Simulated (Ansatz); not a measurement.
# CH5BOS: a short trajectory

Aim: follow CH5BOS for 50 steps with a Nosé-Hoover thermostat (700 K) and see how far bonds stretch and how energy moves between motion and potential.

Method: revPBE/6-31G*; program: Ansatz 0.2.0, Gaussian basis.

## 1. Structure used throughout

The geometry comes from an earlier relaxation with PBE0-D4 in a triple-zeta def2 set; it is a stationary point, not always the lowest conformer.

SMILES `BSCO`, 9 atoms, charge 0, spin multiplicity 1.

Atoms are counted from 1 here; the program's logs count them from 0.

Bond lengths: B1–S2 1.754 Å, B1–H5 1.195 Å, B1–H6 1.192 Å, S2–C3 1.834 Å, C3–O4 1.389 Å, C3–H7 1.090 Å, C3–H8 1.094 Å, O4–H9 0.962 Å. Angles: S2–B1–H5 120.5°, S2–B1–H6 117.0°, H5–B1–H6 122.5°, B1–S2–C3 103.7°, S2–C3–O4 113.0°, S2–C3–H7 106.8°, S2–C3–H8 106.9°, O4–C3–H7 106.9°, O4–C3–H8 113.3°, H7–C3–H8 109.7°, C3–O4–H9 108.7°.

## 2. Dynamics

File in.yaml:

```yaml
crystal:
  periodic: [false, false, false]
  atoms:
    - {symbol: B, position_ang: [-1.203708, 0.997271, 0.759328]}
    - {symbol: S, position_ang: [-0.457103, 0.833770, -0.819847]}
    - {symbol: C, position_ang: [0.470943, -0.744133, -0.700246]}
    - {symbol: O, position_ang: [1.839975, -0.559484, -0.556431]}
    - {symbol: H, position_ang: [-1.049978, 0.155302, 1.593677]}
    - {symbol: H, position_ang: [-1.859332, 1.974494, 0.948824]}
    - {symbol: H, position_ang: [0.319544, -1.270583, -1.642175]}
    - {symbol: H, position_ang: [0.022247, -1.314900, 0.118009]}
    - {symbol: H, position_ang: [2.006013, -0.118138, 0.281862]}
basis:
  gaussian: {orbitals: "6-31G*"}
hamiltonian: {xc: {name: revPBE}}
md: {timestep: 2 fs, n_steps: 50, ensemble: nvt_nose_hoover, temperature: 700, initial_velocities: maxwell_boltzmann, seed: 27}
```

Started as:

```
$ ansatz run in.yaml --threads 2 --pin off --events-out ev --progress --plain --max-ram 4352MiB
```

The log of the run:

```text
Functional definition: revPBE
  name "revPBE"
  cite "Zhang & Yang, Phys. Rev. Lett. 80, 890 (1998) doi:10.1103/PhysRevLett.80.890"
  cite "Perdew, Burke & Ernzerhof, Phys. Rev. Lett. 77, 3865 (1996) doi:10.1103/PhysRevLett.77.3865"
  parameter kappa = 1.245
  parameter beta = 0.06672455060314922
  exchange = pbe_x(kappa = kappa, mu = beta*pi^2/3)
  correlation = pbe_c(beta = beta)
881 factors; their error is unknown
mean field evaluation 1: about -14668.6604 eV, gradient 4.7e1 eV
mean field evaluation 2: about -14659.2674 eV, gradient 8.3e1 eV
mean field evaluation 4: about -14673.3497 eV, gradient 3.9e0 eV
mean field evaluation 8: about -14673.3913 eV, gradient 1.6e-1 eV
mean field evaluation 16: about -14673.3312 eV, gradient 1.4e-4 eV
mean field -14673.33122497 eV, -539.2349765764 hartree, gradient 1.7e-5 eV, S^2 0.000000; 0 other end points of the search recorded, 0 dependent functions left out
the calculation of the forces begins
reference -14673.33125741 eV, -539.2349777687 hartree; 20, 20 occupied and 54, 54 virtual orbitals, 881 factors
md step     0: t =     0.00 fs  T =   700.0 K  F+E_penalty+E_count = -14673.33122497 eV  E_kin = 0.633374 eV  conserved = -14672.69785097 eV  (27 SCF iters)
these checks for a lower state are left out or cut short: starts, cluster_reference, orbital_swaps, neighbouring_geometries, increment
881 factors; their error is unknown
mean field -14673.00819547 eV, -539.2231054614 hartree, gradient 8.8e-6 eV, S^2 0.000000; 0 other end points of the search recorded, 0 dependent functions left out
the calculation of the forces begins
reference -14673.00822744 eV, -539.2231066362 hartree; 20, 20 occupied and 54, 54 virtual orbitals, 881 factors
md step     1: t =     2.00 fs  T =   454.4 K  F+E_penalty+E_count = -14673.00819547 eV  E_kin = 0.411109 eV  conserved = -14672.59710132 eV  (28 SCF iters)
these checks for a lower state are left out or cut short: starts, cluster_reference, orbital_swaps, neighbouring_geometries, increment
881 factors; their error is unknown
mean field evaluation 32: about -14673.1007 eV, gradient 9.4e-6 eV
mean field -14673.10065943 eV, -539.2265034494 hartree, gradient 9.4e-6 eV, S^2 0.000000; 0 other end points of the search recorded, 0 dependent functions left out
the calculation of the forces begins
reference -14673.10069116 eV, -539.2265046153 hartree; 20, 20 occupied and 54, 54 virtual orbitals, 881 factors
md step     2: t =     4.00 fs  T =   477.1 K  F+E_penalty+E_count = -14673.10065943 eV  E_kin = 0.431729 eV  conserved = -14672.66906261 eV  (30 SCF iters)
[... from here on, the SCF cycles and remarks between the steps are left out ...]
md step     3: t =     6.00 fs  T =   351.6 K  F+E_penalty+E_count = -14672.94841390 eV  E_kin = 0.318158 eV  conserved = -14672.63059065 eV  (30 SCF iters)
md step     4: t =     8.00 fs  T =   261.8 K  F+E_penalty+E_count = -14672.86990357 eV  E_kin = 0.236857 eV  conserved = -14672.63363974 eV  (28 SCF iters)
md step     5: t =    10.00 fs  T =   345.8 K  F+E_penalty+E_count = -14672.93144623 eV  E_kin = 0.312849 eV  conserved = -14672.61958658 eV  (30 SCF iters)
md step     6: t =    12.00 fs  T =   457.5 K  F+E_penalty+E_count = -14673.07163243 eV  E_kin = 0.413985 eV  conserved = -14672.65930653 eV  (29 SCF iters)
md step     7: t =    14.00 fs  T =   340.5 K  F+E_penalty+E_count = -14672.92645901 eV  E_kin = 0.308127 eV  conserved = -14672.62076077 eV  (29 SCF iters)
md step     8: t =    16.00 fs  T =   397.3 K  F+E_penalty+E_count = -14673.01205865 eV  E_kin = 0.359468 eV  conserved = -14672.65586839 eV  (31 SCF iters)
md step     9: t =    18.00 fs  T =   360.1 K  F+E_penalty+E_count = -14672.93778086 eV  E_kin = 0.325784 eV  conserved = -14672.61626872 eV  (30 SCF iters)
md step    10: t =    20.00 fs  T =   362.8 K  F+E_penalty+E_count = -14672.97957044 eV  E_kin = 0.328310 eV  conserved = -14672.65661071 eV  (30 SCF iters)
md step    11: t =    22.00 fs  T =   319.2 K  F+E_penalty+E_count = -14672.90656328 eV  E_kin = 0.288861 eV  conserved = -14672.62419302 eV  (30 SCF iters)
md step    12: t =    24.00 fs  T =   425.1 K  F+E_penalty+E_count = -14673.03845418 eV  E_kin = 0.384629 eV  conserved = -14672.66171321 eV  (29 SCF iters)
md step    13: t =    26.00 fs  T =   283.8 K  F+E_penalty+E_count = -14672.88985777 eV  E_kin = 0.256759 eV  conserved = -14672.64242426 eV  (30 SCF iters)
md step    14: t =    28.00 fs  T =   186.4 K  F+E_penalty+E_count = -14672.79178836 eV  E_kin = 0.168665 eV  conserved = -14672.63350593 eV  (31 SCF iters)
md step    15: t =    30.00 fs  T =   340.2 K  F+E_penalty+E_count = -14672.95548717 eV  E_kin = 0.307864 eV  conserved = -14672.65934212 eV  (29 SCF iters)
md step    16: t =    32.00 fs  T =   345.1 K  F+E_penalty+E_count = -14672.94152044 eV  E_kin = 0.312289 eV  conserved = -14672.64282283 eV  (31 SCF iters)
md step    17: t =    34.00 fs  T =   358.3 K  F+E_penalty+E_count = -14672.94451417 eV  E_kin = 0.324153 eV  conserved = -14672.63601476 eV  (31 SCF iters)
md step    18: t =    36.00 fs  T =   520.9 K  F+E_penalty+E_count = -14673.12012669 eV  E_kin = 0.471349 eV  conserved = -14672.66717552 eV  (30 SCF iters)
md step    19: t =    38.00 fs  T =   461.9 K  F+E_penalty+E_count = -14673.04626487 eV  E_kin = 0.417972 eV  conserved = -14672.64987495 eV  (30 SCF iters)
md step    20: t =    40.00 fs  T =   398.4 K  F+E_penalty+E_count = -14672.94741095 eV  E_kin = 0.360515 eV  conserved = -14672.61138855 eV  (29 SCF iters)
md step    21: t =    42.00 fs  T =   580.4 K  F+E_penalty+E_count = -14673.18408142 eV  E_kin = 0.525183 eV  conserved = -14672.68686815 eV  (30 SCF iters)
md step    22: t =    44.00 fs  T =   450.1 K  F+E_penalty+E_count = -14672.98169839 eV  E_kin = 0.407253 eV  conserved = -14672.60617657 eV  (28 SCF iters)
md step    23: t =    46.00 fs  T =   457.3 K  F+E_penalty+E_count = -14673.02260082 eV  E_kin = 0.413758 eV  conserved = -14672.64402131 eV  (27 SCF iters)
md step    24: t =    48.00 fs  T =   434.9 K  F+E_penalty+E_count = -14672.97856322 eV  E_kin = 0.393525 eV  conserved = -14672.62374092 eV  (29 SCF iters)
md step    25: t =    50.00 fs  T =   438.7 K  F+E_penalty+E_count = -14673.01001706 eV  E_kin = 0.396942 eV  conserved = -14672.65537259 eV  (28 SCF iters)
md step    26: t =    52.00 fs  T =   386.1 K  F+E_penalty+E_count = -14672.88796830 eV  E_kin = 0.349314 eV  conserved = -14672.58448088 eV  (28 SCF iters)
md step    27: t =    54.00 fs  T =   551.8 K  F+E_penalty+E_count = -14673.11684785 eV  E_kin = 0.499315 eV  conserved = -14672.66754595 eV  (28 SCF iters)
md step    28: t =    56.00 fs  T =   487.6 K  F+E_penalty+E_count = -14673.00130639 eV  E_kin = 0.441158 eV  conserved = -14672.61492243 eV  (28 SCF iters)
md step    29: t =    58.00 fs  T =   505.0 K  F+E_penalty+E_count = -14673.03586530 eV  E_kin = 0.456954 eV  conserved = -14672.63836814 eV  (28 SCF iters)
md step    30: t =    60.00 fs  T =   474.8 K  F+E_penalty+E_count = -14672.97114246 eV  E_kin = 0.429614 eV  conserved = -14672.60573851 eV  (29 SCF iters)
md step    31: t =    62.00 fs  T =   568.0 K  F+E_penalty+E_count = -14673.11185315 eV  E_kin = 0.513954 eV  conserved = -14672.66731749 eV  (30 SCF iters)
md step    32: t =    64.00 fs  T =   495.2 K  F+E_penalty+E_count = -14672.99218376 eV  E_kin = 0.448093 eV  conserved = -14672.61893420 eV  (29 SCF iters)
md step    33: t =    66.00 fs  T =   550.8 K  F+E_penalty+E_count = -14673.05910072 eV  E_kin = 0.498405 eV  conserved = -14672.64101306 eV  (29 SCF iters)
md step    34: t =    68.00 fs  T =   534.8 K  F+E_penalty+E_count = -14673.04564811 eV  E_kin = 0.483890 eV  conserved = -14672.64787852 eV  (28 SCF iters)
md step    35: t =    70.00 fs  T =   389.3 K  F+E_penalty+E_count = -14672.89651576 eV  E_kin = 0.352226 eV  conserved = -14672.63546032 eV  (29 SCF iters)
md step    36: t =    72.00 fs  T =   365.3 K  F+E_penalty+E_count = -14672.86224109 eV  E_kin = 0.330544 eV  conserved = -14672.62713201 eV  (29 SCF iters)
md step    37: t =    74.00 fs  T =   425.1 K  F+E_penalty+E_count = -14672.93831583 eV  E_kin = 0.384638 eV  conserved = -14672.65373581 eV  (29 SCF iters)
md step    38: t =    76.00 fs  T =   326.6 K  F+E_penalty+E_count = -14672.81678930 eV  E_kin = 0.295471 eV  conserved = -14672.62590341 eV  (29 SCF iters)
md step    39: t =    78.00 fs  T =   391.0 K  F+E_penalty+E_count = -14672.89154440 eV  E_kin = 0.353813 eV  conserved = -14672.64679113 eV  (28 SCF iters)
md step    40: t =    80.00 fs  T =   428.5 K  F+E_penalty+E_count = -14672.91093933 eV  E_kin = 0.387716 eV  conserved = -14672.63754367 eV  (27 SCF iters)
md step    41: t =    82.00 fs  T =   338.5 K  F+E_penalty+E_count = -14672.79356972 eV  E_kin = 0.306326 eV  conserved = -14672.60661392 eV  (29 SCF iters)
md step    42: t =    84.00 fs  T =   513.3 K  F+E_penalty+E_count = -14672.99561595 eV  E_kin = 0.464475 eV  conserved = -14672.65627991 eV  (29 SCF iters)
md step    43: t =    86.00 fs  T =   502.8 K  F+E_penalty+E_count = -14672.92257061 eV  E_kin = 0.454900 eV  conserved = -14672.59980928 eV  (28 SCF iters)
md step    44: t =    88.00 fs  T =   551.1 K  F+E_penalty+E_count = -14672.99947640 eV  E_kin = 0.498661 eV  conserved = -14672.64032241 eV  (30 SCF iters)
md step    45: t =    90.00 fs  T =   506.4 K  F+E_penalty+E_count = -14672.93066537 eV  E_kin = 0.458162 eV  conserved = -14672.61949076 eV  (29 SCF iters)
md step    46: t =    92.00 fs  T =   434.6 K  F+E_penalty+E_count = -14672.86862987 eV  E_kin = 0.393246 eV  conserved = -14672.62911670 eV  (28 SCF iters)
md step    47: t =    94.00 fs  T =   409.4 K  F+E_penalty+E_count = -14672.78639213 eV  E_kin = 0.370402 eV  conserved = -14672.57587336 eV  (29 SCF iters)
md step    48: t =    96.00 fs  T =   536.7 K  F+E_penalty+E_count = -14672.96697138 eV  E_kin = 0.485627 eV  conserved = -14672.64823309 eV  (30 SCF iters)
md step    49: t =    98.00 fs  T =   464.3 K  F+E_penalty+E_count = -14672.82334895 eV  E_kin = 0.420086 eV  conserved = -14672.57763282 eV  (30 SCF iters)
these checks for a lower state are left out or cut short: starts, cluster_reference, orbital_swaps, neighbouring_geometries, increment
881 factors; their error is unknown
mean field -14673.03136870 eV, -539.2239570619 hartree, gradient 1.1e-5 eV, S^2 0.000000; 0 other end points of the search recorded, 0 dependent functions left out
the calculation of the forces begins
reference -14673.03140140 eV, -539.2239582635 hartree; 20, 20 occupied and 54, 54 virtual orbitals, 881 factors
881 factors; their error is unknown
mean field evaluation 416: about -14673.0312 eV, gradient 2.6e-1 eV
mean field -14673.03136870 eV, -539.2239570619 hartree, gradient 1.2e-5 eV, S^2 0.000000; 1 other end points of the search recorded, 0 dependent functions left out
the calculation of the forces begins
reference -14673.03140140 eV, -539.2239582635 hartree; 20, 20 occupied and 54, 54 virtual orbitals, 881 factors
md step    50: t =   100.00 fs  T =   631.9 K  F+E_penalty+E_count = -14673.03136870 eV  E_kin = 0.571768 eV  conserved = -14672.64223309 eV  (28 SCF iters)
Total energy: -14673.03140140 eV, -539.2239582635 hartree
Atom 0 at    -0.918159     1.161467     0.837639 Å, force     1.438762    -0.701944     1.460526 eV/Å
Atom 1 at    -0.634640     0.754918    -0.844827 Å, force     0.374554    -0.326694    -0.389709 eV/Å
Atom 2 at     0.603982    -0.651757    -1.006511 Å, force     0.928878    -0.654240    -1.108758 eV/Å
Atom 3 at     1.828520    -0.598658    -0.274998 Å, force    -1.344217    -0.451589     1.279315 eV/Å
Atom 4 at    -0.390157     0.735596     1.933661 Å, force    -0.635327     0.232343    -1.493919 eV/Å
Atom 5 at    -1.570205     2.120016     0.819762 Å, force    -0.946929     0.872055     0.420073 eV/Å
Atom 6 at     0.966682    -0.612936    -2.071117 Å, force    -0.611779     0.127520     0.504602 eV/Å
Atom 7 at     0.038785    -1.611986    -0.883689 Å, force     0.258370     0.378917     0.148441 eV/Å
Atom 8 at     1.574322    -0.936388     0.638719 Å, force     0.537689     0.523631    -0.820571 eV/Å
Dipole moment:    -0.021970    -0.407662     0.080107 e Å
```

Wall time 56 s (2 threads of Arm Neoverse V1, shared host).

## 3. The trajectory

One row in 4; energies are counted from the first frame:

| time (fs) | T (K) | potential (meV) | conserved (meV) | B1–H6 (Å) |
| --- | --- | --- | --- | --- |
| 0.0 | 700 | 0.0 | 0.00 | 1.192 |
| 8.0 | 262 | 461.3 | 64.21 | 1.321 |
| 16.0 | 397 | 319.2 | 41.98 | 1.131 |
| 24.0 | 425 | 292.8 | 36.14 | 1.240 |
| 32.0 | 345 | 389.7 | 55.03 | 1.305 |
| 40.0 | 398 | 383.8 | 86.46 | 1.103 |
| 48.0 | 435 | 352.7 | 74.11 | 1.267 |
| 56.0 | 488 | 329.9 | 82.93 | 1.280 |
| 64.0 | 495 | 339.0 | 78.92 | 1.109 |
| 72.0 | 365 | 469.0 | 70.72 | 1.298 |
| 80.0 | 429 | 420.3 | 60.31 | 1.238 |
| 88.0 | 551 | 331.7 | 57.53 | 1.142 |
| 96.0 | 537 | 364.3 | 49.62 | 1.303 |

Positions (Å) and forces (eV/Å) at 100.0 fs:

```xyz
9

B    -0.918    1.161    0.838    1.439   -0.702    1.461
S    -0.635    0.755   -0.845    0.375   -0.327   -0.390
C     0.604   -0.652   -1.007    0.929   -0.654   -1.109
O     1.829   -0.599   -0.275   -1.344   -0.452    1.279
H    -0.390    0.736    1.934   -0.635    0.232   -1.494
H    -1.570    2.120    0.820   -0.947    0.872    0.420
H     0.967   -0.613   -2.071   -0.612    0.128    0.505
H     0.039   -1.612   -0.884    0.258    0.379    0.148
H     1.574   -0.936    0.639    0.538    0.524   -0.821
```

## 4. Results

| quantity | value |
| --- | --- |
| length | 50 steps of 2.0 fs |
| temperature, first and last frame | 700, 632 K |
| temperature, second half | mean 470 K, from 327 to 632 K |
| swing of the potential | 545 meV |
| largest change of the conserved energy | 121.98 meV |
| range of B1–H6 | 1.101 to 1.324 Å |

**Reading.** From 700 K at the start the temperature swings between 186 and 700 K: with 9 atoms it has no steady value yet; starting near a minimum, about half of the kinetic energy flows into the potential. The conserved energy moves by 121.98 meV, 22.4 % of the potential's swing: the step is long for the fastest motion. B1–H6 swings most, by 0.22 Å; no bond breaks. A run of 100 fs gives no averages.
